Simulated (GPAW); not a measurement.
# VWC2 (R-3m) in GPAW: single point with PBE

Aim: the single point of VWC2 with PBE.

Everything below comes from runs of GPAW 26.7.0. Logs are shortened: lines on timing, memory, paths and dates and some standing lists are left out, and cuts for length are marked. The log counts tension as positive stress, the text compression.

## (1) Starting point

Symmetry: R-3m, No. 166, trigonal system. The conventional cell has a = 3.034 Å, b = 3.034 Å, c = 14.802 Å, α = 90.00°, β = 90.00°, γ = 120.00°. W (site symmetry -3m) has 6 C at 2.17 Å as nearest neighbours. Around V (site symmetry -3m) lie 6 C at 2.11 Å. C (site symmetry 3m) has 3 V at 2.11 Å and 3 W at 2.17 Å as nearest neighbours.

The cell comes from a database or a generator and needn't be the stable form of this composition.

## (2) Single point, PBE, collinear spin, ferromagnetic start

run.py

```python
from ase import Atoms
from ase.dft.bandgap import bandgap
from ase.io import write
from ase.units import GPa
from gpaw import GPAW, PW

atoms = Atoms(['W', 'V', 'C', 'C'],
              cell=[[1.5170411163, 0.8758640969, 4.933893193],
                    [-1.5170411163, 0.8758640969, 4.933893193],
                    [0.0, -1.7517281937, 4.933893193]],
              scaled_positions=[[0.0, 0.0, 0.0],
                                [0.5, 0.5, 0.5],
                                [0.246494, 0.246494, 0.246494],
                                [0.753506, 0.753506, 0.753506]],
              pbc=True)
atoms.set_initial_magnetic_moments([0.0, 3.0, 0.0, 0.0])

calc = GPAW(mode=PW(600),
            xc='PBE',
            kpts={'size': (8, 8, 8), 'gamma': True},
            occupations={'name': 'fermi-dirac', 'width': 0.05},
            nbands=33,
            maxiter=120,
            txt='gpaw.txt')
atoms.calc = calc
energy = atoms.get_potential_energy()
forces = atoms.get_forces()
stress = atoms.get_stress()
calc.write('gs.gpw')
write('result.traj', atoms)
print(f'Energy: {energy:.6f} eV')
print('Forces (eV/A):')
print(forces.round(4))
print('Stress (GPa):', (stress / GPa).round(3))
print('Moments:', calc.get_magnetic_moments().round(3))
print('Fermi level:', round(calc.get_fermi_level(), 4), 'eV')
print(f'Gap: {bandgap(calc)[0]:.4f} eV, direct: {bandgap(calc, direct=True)[0]:.4f} eV')
```

Potentials or basis: GPAW PAW data sets (gpaw-data 1.2.1), pw.

Launch:

```bash
OMP_NUM_THREADS=1 python run.py
```

gpaw.txt:

```text
__  _  _
 | _ |_)|_||  |
 |__||  | ||/\| - 26.7.0

Input parameters:
  mode=PW(ecut=600.0),
  kpts=MonkhorstPack(size=(8, 8, 8), gamma=True),
  maxiter=120,
  nbands=33,
  occupations=Occupations(name='fermi-dirac', width=0.05),
  xc=XC(name='PBE')

Diagonalizing LCAO Hamiltonian
Converting LCAO to pw mode

       C

       V

       C

       W

Atoms  # Å, Bohr magnetons
|   | symbol |         x |        y |         z |    initial magnetic moments |
|---|--------|-----------|----------|-----------|-----------------------------|
| 0 |      W |  0.000000 | 0.000000 |  0.000000 | ( 0.0000,  0.0000,  0.0000) |
| 1 |      V |  0.000000 | 0.000000 |  7.400840 | ( 0.0000,  0.0000,  3.0000) |
| 2 |      C | -0.000000 | 0.000000 |  3.648525 | ( 0.0000,  0.0000,  0.0000) |
| 3 |      C |  0.000000 | 0.000000 | 11.153154 | ( 0.0000,  0.0000,  0.0000) |

Unit cell  # Å
| periodic |         x |         y |        z |  lengths |    angles |
|----------|-----------|-----------|----------|----------|-----------|
|      yes |  1.517041 |  0.875864 | 4.933893 | 5.235633 | 33.686355 |
|      yes | -1.517041 |  0.875864 | 4.933893 | 5.235633 | 33.686355 |
|      yes |  0.000000 | -1.751728 | 4.933893 | 5.235633 | 33.686355 |

Number of symmetries: 12
Symmetry operations  # r_c * U_cc + t_c -> r_c
|    | kind |            matrix            |
|----|------|------------------------------|
|  0 |  E   |  1, 0, 0,  0, 1, 0,  0, 0, 1 |
|  1 |  σ   |  1, 0, 0,  0, 0, 1,  0, 1, 0 |
|  2 |  σ   |  0, 1, 0,  1, 0, 0,  0, 0, 1 |
|  3 |  C3  |  0, 1, 0,  0, 0, 1,  1, 0, 0 |
|  4 |  C3  |  0, 0, 1,  1, 0, 0,  0, 1, 0 |
|  5 |  σ   |  0, 0, 1,  0, 1, 0,  1, 0, 0 |
|  6 |  C2  |  0, 0,-1,  0,-1, 0, -1, 0, 0 |
|  7 |  S6  |  0, 0,-1, -1, 0, 0,  0,-1, 0 |
|  8 |  S6  |  0,-1, 0,  0, 0,-1, -1, 0, 0 |
|  9 |  C2  |  0,-1, 0, -1, 0, 0,  0, 0,-1 |
| 10 |  C2  | -1, 0, 0,  0, 0,-1,  0,-1, 0 |
| 11 |  i   | -1, 0, 0,  0,-1, 0,  0, 0,-1 |

BZ-sampling:
  Number of BZ points: 512
  Number of IBZ points: 65

  Monkhorst-Pack size: [8, 8, 8]
  Monkhorst-Pack shift: [0.0625, 0.0625, 0.0625]

K-points  # in reciprocal-cell coordinates
|     |                                coordinates |     weight |
|-----|--------------------------------------------|------------|
|   0 | (  0.00000000,   0.00000000,   0.00000000) | 0.00195312 |
|   1 | (  0.12500000,   0.00000000,  -0.12500000) | 0.01171875 |
|   2 | (  0.12500000,   0.00000000,   0.00000000) | 0.01171875 |
|   3 | (  0.12500000,   0.12500000,  -0.12500000) | 0.01171875 |
|   4 | (  0.12500000,   0.12500000,   0.00000000) | 0.01171875 |
|   5 | (  0.12500000,   0.12500000,   0.12500000) | 0.00390625 |
|   6 | (  0.25000000,  -0.12500000,  -0.12500000) | 0.01171875 |
|   7 | (  0.25000000,   0.00000000,  -0.25000000) | 0.01171875 |
|   8 | (  0.25000000,   0.00000000,  -0.12500000) | 0.02343750 |
|   9 | (  0.25000000,   0.00000000,   0.00000000) | 0.01171875 |
| ... |                                            |            |
|  64 | (  0.50000000,   0.50000000,   0.50000000) | 0.00195312 |

Plane wave coefficients: 1328
Cutoff: 600.0 eV

Spin-components: 2 (collinear spins)
Bands:           33
Projectors:      22
Spin-degeneracy: 1
Datatype:        complex128

Parallelization:
  kpt:    1
  domain: 1
  band:   1

Density:
  Valence electrons: 35.0
  Components: 2
  Grid points: [30 30 30]
  Charge: 0.0  # |e|

Potential:
  Grid points: [30 30 30]

species:
  W:
    name:    Tungsten
    Z:       74.0
    valence: 14
    core:    60
    charge:  0.0  # [|e|]
    compensation charges:
      type: gauss
      rc: 0.40  # [Å]
      lmax: 2
    cutoffs:
      filter: 2.36  # [Å]
      core: 3.02  # [Å]
    projectors
    | kind |    occ | energy [eV] | rcut [Å] |
    |------|--------|-------------|----------|
    |   5s |  2.000 |     -78.830 |    1.344 |
    |   6s |  2.000 |      -5.697 |    1.344 |
    |   5p |  6.000 |     -43.233 |    1.355 |
    |   6p |  0.000 |      -1.367 |    1.355 |
    |   5d |  4.000 |      -4.494 |    1.228 |
    |    d |        |      22.717 |    1.228 |

    Using partial waves for W as LCAO basis

  V:
    name:    Vanadium
    Z:       23.0
    valence: 13
    core:    10
    charge:  0.0  # [|e|]
    compensation charges:
      type: gauss
      rc: 0.37  # [Å]
      lmax: 2
    cutoffs:
      filter: 2.14  # [Å]
      core: 0.96  # [Å]
    projectors
    | kind |    occ | energy [eV] | rcut [Å] |
    |------|--------|-------------|----------|
    |   3s |  2.000 |     -70.222 |    1.254 |
    |   4s |  2.000 |      -4.702 |    1.254 |
    |   3p |  6.000 |     -44.043 |    1.281 |
    |   4p |  0.000 |      -1.444 |    1.281 |
    |   3d |  3.000 |      -5.164 |    1.169 |
    |    d |        |      22.047 |    1.169 |

    Using partial waves for V as LCAO basis

  C:
    name:    Carbon
    Z:       6.0
    valence: 4
    core:    2
    charge:  0.0  # [|e|]
    compensation charges:
      type: gauss
      rc: 0.20  # [Å]
      lmax: 2
    cutoffs:
      filter: 1.14  # [Å]
      core: 1.14  # [Å]
    projectors
    | kind |    occ | energy [eV] | rcut [Å] |
    |------|--------|-------------|----------|
    |   2s |  2.000 |     -13.751 |    0.635 |
    |   2p |  2.000 |      -5.284 |    0.635 |
    |    s |        |      13.461 |    0.635 |
    |    p |        |      21.927 |    0.635 |
    |    d |        |       0.000 |    0.635 |

    Using partial waves for C as LCAO basis

Reference energy: -466647.423448  # eV

eigensolver:
  PPCG
  Converge bands: occupied
  niter=2

density mixing:
  MSR1-Mixer
  Pratt-step length: 0.05
  Maximum mixing coefficient: 0.75
  Old densities: 10
  SVD Regularization: 0.005
  Good broyden scale: 1.0
  Trust region scale: 1.0
  Backstep threshold: 4.0
  History deletion threshold: 6.0
  Fourier metric: weight=20.0, sigma=0.015

occupation numbers:
  Fermi-Dirac:
    width: 0.0500  # eV

poisson solver:
  ecut: 4800.0  # eV

xc functional:
  name: PBE with 2 nearest neighbor stencil

convergence criteria:
- Maximum [total energy] change in last 3 cyles: 0.0005 eV / valence electron
- Maximum integral of absolute [dens]ity change: 0.0001 electrons / valence electron
- Maximum integral of absolute [eigenst]ate change: 4e-08 eV^2 / valence electron
maximum number of iterations: 120

SCF iterations
|iter     | |      energy | eigst |  dens |  magmom |
|---------|-|-------------|-------|-------|---------|
|iter:   1| |  -42.293662 | +0.25 |       |  +3.0042|
|iter:   2| |  -40.892865 | -1.95 | -0.72 |  +2.9035|
|iter:   3| |  -39.258734 | -1.11 | -0.77 |  +1.8459|
|iter:   4| |  -40.608720 | -1.76 | -1.15 |  +1.8043|
|iter:   5| |  -38.758667 | -2.11 | -0.89 |  +1.5037|
|iter:   6| |  -38.872459 | -2.59 | -1.40 |  +0.7645|
|iter:   7| |  -38.924469 | -3.25 | -1.80 |  +0.1441|
|iter:   8| |  -38.941799 | -3.21 | -1.89 |  +0.1218|
|iter:   9| |  -38.938667c| -4.34 | -2.11 |  +0.1662|
|iter:  10| |  -38.940385c| -4.47 | -2.45 |  +0.0915|
|iter:  11| |  -38.941336c| -4.45 | -2.66 |  +0.0249|
|iter:  12| |  -38.941497c| -5.03 | -3.11 |  +0.0039|
|iter:  13| |  -38.941522c| -6.18 | -3.49 |  +0.0034|
|iter:  14| |  -38.941527c| -6.58 | -3.87 |  +0.0008|
|iter:  15| |  -38.941528c| -7.98c| -4.39c|  -0.0003|

Converged in 15 steps
Energy contributions relative to reference atoms: (reference = -466647.423448)

Energy contributions:
  Kinetic:          17.887061
  Coulomb:         -21.156228
  Zero:              0.205188
  External:          0.000000
  Xc:              -35.867697
  Entropy:          -0.019705
  Spinorbit:         0.000000
  ----------------------------
  Free energy:     -38.951381
  Extrapolated:    -38.941528

dipole moment: (0.000000, -0.000000, -55.133427)  # |e|*Ang

Total magnetic moment: (0.000000, 0.000000, -0.000333)

Local magnetic moments
|        x |        y |         z |
|----------|----------|-----------|
| 0.000000 | 0.000000 | -0.000094 |  # W    0
| 0.000000 | 0.000000 | -0.000464 |  # V    1
| 0.000000 | 0.000000 |  0.000083 |  # C    2
| 0.000000 | 0.000000 |  0.000083 |  # C    3

Fermi level: 13.518
Eigenvalues  # (at kpt = [0.000, 0.000, 0.000])
| band index |      eig [eV] | occ [0-1] |      eig [eV] | occ [0-1] |
|------------|---------------|-----------|---------------|-----------|
|          0 |       -61.415 |     1.000 |       -61.415 |     1.000 |
|        ... |               |           |               |           |
|         12 |         8.022 |     1.000 |         8.022 |     1.000 |
|         13 |        11.726 |     1.000 |        11.726 |     1.000 |
|         14 |        11.726 |     1.000 |        11.726 |     1.000 |
|         15 |        11.800 |     1.000 |        11.800 |     1.000 |
|         16 |        13.106 |     1.000 |        13.106 |     1.000 |
|         17 |        13.106 |     1.000 |        13.106 |     1.000 |
|         18 |        13.468 |     0.729 |        13.469 |     0.729 |
|         19 |        13.468 |     0.729 |        13.469 |     0.729 |
|         20 |        13.525 |     0.465 |        13.525 |     0.463 |
|         21 |        14.615 |     0.000 |        14.615 |     0.000 |
|         22 |        14.615 |     0.000 |        14.615 |     0.000 |
|         23 |        15.957 |     0.000 |        15.957 |     0.000 |
|         24 |        19.835 |     0.000 |        19.835 |     0.000 |
|         25 |        21.315 |     0.000 |        21.315 |     0.000 |
|         26 |        21.315 |     0.000 |        21.315 |     0.000 |
|         27 |        21.918 |     0.000 |        21.918 |     0.000 |
|        ... |               |           |               |           |
|         32 |        37.542 |     0.000 |        37.542 |     0.000 |

No gap
No difference between direct/indirect transitions

Forces  # eV/Ang
|        x |        y |        z |
|----------|----------|----------|
|  0.00000 |  0.00000 |  0.00000 |  # W    0
| -0.00000 |  0.00000 |  0.00000 |  # V    1
| -0.00000 |  0.00000 |  0.17808 |  # C    2
|  0.00000 | -0.00000 | -0.17808 |  # C    3

Stress tensor  # eV/Ang^3
|        x |         y |         z |
|----------|-----------|-----------|
| 0.006459 |  0.000000 |  0.000000 |
| 0.000000 |  0.006459 | -0.000000 |
| 0.000000 | -0.000000 |  0.004412 |

# Writing to gs.gpw (mode='')
```

Run time: 6.6 min. Hardware: 1 thread of Arm Neoverse V2, shared host; peak memory 0.33 GiB.

What came out:

| Item | Value |
| --- | --- |
| Free energy | -38.9514 eV |
| Pressure | -0.9 GPa |
| Largest force | 0.178 eV/Å |
| Band gap on the k mesh | none (metal or under the smearing width) |
| Net moment | 0.00 μB per cell |

Forces on the atoms (eV/Å):
```
W    0.000  0.000  0.000
V    0.000  0.000  0.000
C    0.000  0.000  0.178
C    0.000  0.000 -0.178
```

Caveat: the cutoff is short for stress and forces, so pressures can be off by a GPa or more; the program warned that so skewed a cell can give wrong results. The run has no spin-orbit coupling, so splittings on W are missing.
